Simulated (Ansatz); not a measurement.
# BaZn: lattice vibrations

Aim: phonons by finite displacements on a 2×2×2 mesh of wavevectors, at three volumes, and the mode Grüneisen parameters. Runs: reference run (LAPW); volume scaled by 0.985 (LAPW); volume scaled by 1.015 (LAPW); mode Grüneisen parameters (LAPW). Companion runs by PAW are cited.

Computed with Ansatz 0.2.0 (DFT PBEsol, all-electron LAPW, scalar-relativistic unless said, unless a step's input says otherwise).

### Step 1. The structure to begin with

The structure is cubic, space group Pm-3m (No. 221). The conventional cell has a = 3.993 Å, b = 3.993 Å, c = 3.993 Å, α = 90.00°, β = 90.00°, γ = 90.00°. Ba (site symmetry m-3m) has 8 Zn at 3.46 Å as nearest neighbours. Zn (site symmetry m-3m) has 8 Ba at 3.46 Å as nearest neighbours.

Structure file:

```xyz
2
Lattice="3.9933 0.0000 0.0000 0.0000 3.9933 0.0000 0.0000 0.0000 3.9933" Properties=species:S:1:pos:R:3 pbc="T T T"
Ba    0.0000    0.0000    0.0000
Zn    1.9966    1.9966    1.9966
```

Cartesian axes are those of the input's lattice vectors. The structure goes back to a database entry.

### Step 2. Reference run, LAPW

input.yaml reads:

```yaml
crystal:
  lattice:
    - [3.99325948445, 0.0, 0.0]
    - [0.0, 3.99325948445, 0.0]
    - [0.0, 0.0, 3.99325948445]
  atoms:
    - { symbol: Ba, position: [0.0, 0.0, 0.0] }
    - { symbol: Zn, position: [0.5, 0.5, 0.5] }
kpoints:
  mp_grid: { grid: [10, 10, 10] }
scf:
  occupations: { method: fermi_dirac, width: 0.1 }
hamiltonian:
  xc: pbesol
  pseudopotentials: { kind: all_electron, lapw: { basis_error: 0.0005 } }
phonons:
  qmesh: [2, 2, 2]
  qpath:
    path:
      - [0.0, 0.0, 0.0]
      - [0.0, 0.5, 0.0]
      - [0.5, 0.5, 0.0]
      - [0.0, 0.0, 0.0]
      - [0.5, 0.5, 0.5]
      - [0.0, 0.5, 0.0]
      - [0.5, 0.5, 0.5]
      - [0.5, 0.5, 0.0]
    npoints: 6
  temperatures: { t_min: 0, t_max: 1000, t_step: 100 }
```

Run with:

```
$ ansatz run input.yaml --threads 1 --pin off --max-ram 3072MiB --backend cpu --events-out ev --progress --plain --runs-dir out
```

### Step 3. Volume scaled by 0.985, LAPW

input.yaml, as its differences from that of step 2:

```diff
@@ -2,5 +2,5 @@
   lattice:
-    - [3.99325948445, 0.0, 0.0]
-    - [0.0, 3.99325948445, 0.0]
-    - [0.0, 0.0, 3.99325948445]
+    - [3.9731925152, 0.0, 0.0]
+    - [0.0, 3.9731925152, 0.0]
+    - [0.0, 0.0, 3.9731925152]
   atoms:
```

### Step 4. Volume scaled by 1.015, LAPW

input.yaml, as its differences from that of step 3:

```diff
@@ -2,5 +2,5 @@
   lattice:
-    - [3.9731925152, 0.0, 0.0]
-    - [0.0, 3.9731925152, 0.0]
-    - [0.0, 0.0, 3.9731925152]
+    - [4.01312677409, 0.0, 0.0]
+    - [0.0, 4.01312677409, 0.0]
+    - [0.0, 0.0, 4.01312677409]
   atoms:
```

(Steps that only read results are left out.)

Before running it: what results should come out? Wanted: highest mode on the mesh, without the LO shift; optical modes at Γ.

As calculated:

```
                                             quantity           value
highest mode on the mesh, without the LO shift (LAPW)        105 cm⁻¹
                                   optical modes at Γ  105 (T1u) cm⁻¹
             mean Grüneisen parameter at 300 K (LAPW)            1.06
```

What this shows: No mode on the mesh is unstable; the highest lies at 105 cm⁻¹ by LAPW. Weighted by heat capacity at 300 K the mean Grüneisen parameter of the sampled modes is 1.06, which points to expansion on heating. Some modes have negative γ and soften under compression. PAW differs from LAPW by at most 0.1 cm⁻¹. Each set of modes is computed in the harmonic approximation. Cautions: responses of metals move with mesh and smearing.
